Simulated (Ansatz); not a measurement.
This script for Ansatz 0.2.0 through its Python package starts 2 runs on TePd3, space group Cmmm. What input does the engine get in each?

The script, `run_nc_paw.py`:
```python
"""Two kinds of potentials on TePd3."""

import ansatz as az
from ase import Atoms
import numpy as np

SETTINGS = {
    "smearing": "cold",
    "mesh": (6, 6, 4),
    "functional": "pbesol",
}


def count_gap(report):
    # lowest empty less highest filled band, counting bands; zero where they overlap
    return max(report.get("gap_by_band_count_ev") or 0.0, 0.0)


def main() -> None:
    atoms = Atoms(
        ["Te", "Pd", "Pd", "Pd"],
        scaled_positions=[
            (0.0, 0.0, 0.0),
            (0.5, 0.5, 0.74809),
            (0.0, 0.0, 0.5),
            (0.5, 0.5, 0.25191),
        ],
        cell=[
            (2.480263, -2.492426, 0.0),
            (2.480263, 2.492426, 0.0),
            (0.0, 0.0, 5.695334),
        ],
        pbc=True,
    )
    tepd3 = az.Crystal.from_ase(atoms)

    base = (
        tepd3.calculation()
        .occupations(SETTINGS["smearing"])
        .kpoints(*SETTINGS["mesh"])
        .functional(SETTINGS["functional"])
        .stress()
        .forces()
        .band_table()
    )
    variants = {
        "PAW": base.pseudopotentials("paw"),
        "norm-conserving": base.pseudopotentials("nc"),
    }
    # totals differ by the cores that each treatment holds, so compare what does not depend on them
    rows = []
    for label, variant in variants.items():
        data = variant.run(threads=1).report
        levels = np.array(data["eigenvalues_ev"][0]) - data["fermi_energy_ev"]
        print(label, "levels at the first k-point near E_F:", np.round(levels[np.abs(levels) < 5], 3))
        rows.append((label, data["n_electrons"], np.trace(data["stress_gpa"]) / 3, float(np.abs(data["forces_ev_ang"]).max()), count_gap(data)))
    print("     treatment  electrons in bands           P GPa  max force component eV/A  gap by band count eV")
    for row in rows:
        print(f"{str(row[0]):>14s}  {row[1]:18.1f}  {row[2]:14.3f}  {row[3]:24.4f}  {row[4]:20.3f}")


if __name__ == "__main__":
    main()
```

Run 1:
```yaml
crystal:
  lattice:
    - [2.480263, -2.492426, 0.0]
    - [2.480263, 2.492426, 0.0]
    - [0.0, 0.0, 5.695334]
  atoms:
    - { symbol: Te, position: [0.0, 0.0, 0.0] }
    - { symbol: Pd, position: [0.5, 0.5, 0.74809] }
    - { symbol: Pd, position: [0.0, 0.0, 0.5] }
    - { symbol: Pd, position: [0.5, 0.5, 0.25191] }
kpoints:
  mp_grid:
    grid: [6, 6, 4]
hamiltonian:
  xc: pbesol
  pseudopotentials:
    kind: paw
scf:
  occupations:
    method: cold
output:
  forces: true
  stress: true
  eigenvalues: true
```

Run 2, against run 1:
```diff
-    kind: paw
+    kind: nc
```

```console
$ python run_nc_paw.py
DeckWarning: basis.ecutwfc = 420 eV, auto-derived from the records' recommended cutoffs: set by Te (normal level)
PAW levels at the first k-point near E_F: [-4.573 -4.237 -3.776 -3.768 -3.721 -3.039 -2.882 -2.308 -2.276 -2.063
 -1.355 -1.336 -1.18  -1.175 -0.552  0.136  0.139  0.148  4.171]
DeckWarning: basis.ecutwfc = 1120 eV, auto-derived from the records' recommended cutoffs: set by Te (normal level)
norm-conserving levels at the first k-point near E_F: [-4.575 -4.237 -3.777 -3.769 -3.722 -3.039 -2.88  -2.306 -2.275 -2.061
 -1.351 -1.335 -1.179 -1.174 -0.55   0.136  0.14   0.149  4.165]
     treatment  electrons in bands           P GPa  max force component eV/A  gap by band count eV
           PAW                70.0          -8.023                    0.0442                 0.000
norm-conserving                70.0          -8.200                    0.0406                 0.000
```
(Warnings from the package without file and line.)

PAW gives -8.023 GPa and norm-conserving -8.200 GPa, 0.18 GPa apart. They took 4.6 and 21.3 s of processor time.

Reading the output:
- The computed bands are complete only to about 5.5 eV above the Fermi level.
- The mesh is modest for a metal, so energies can be off by several to tens of meV an atom and pressures by half a GPa or more; differences at equal mesh fare better.
- Within a few hundredths of an angstrom the cell has the higher group P4/mmm; the lower one is a small distortion.
- A gap by band count of zero or less means overlapping bands, a metal.
- At these settings the cell as given stands under about -8 GPa, so it isn't at this functional's equilibrium volume.
- The structure comes from a database of computed cells and needn't be a stable or known phase.
- Levels are Kohn-Sham eigenvalues on this mesh, without spin-orbit coupling.
- Stress is positive in compression.
- Hardware and time: 26 s on 1 thread of Arm Neoverse V2 (shared host), peak memory 0.65 GiB.
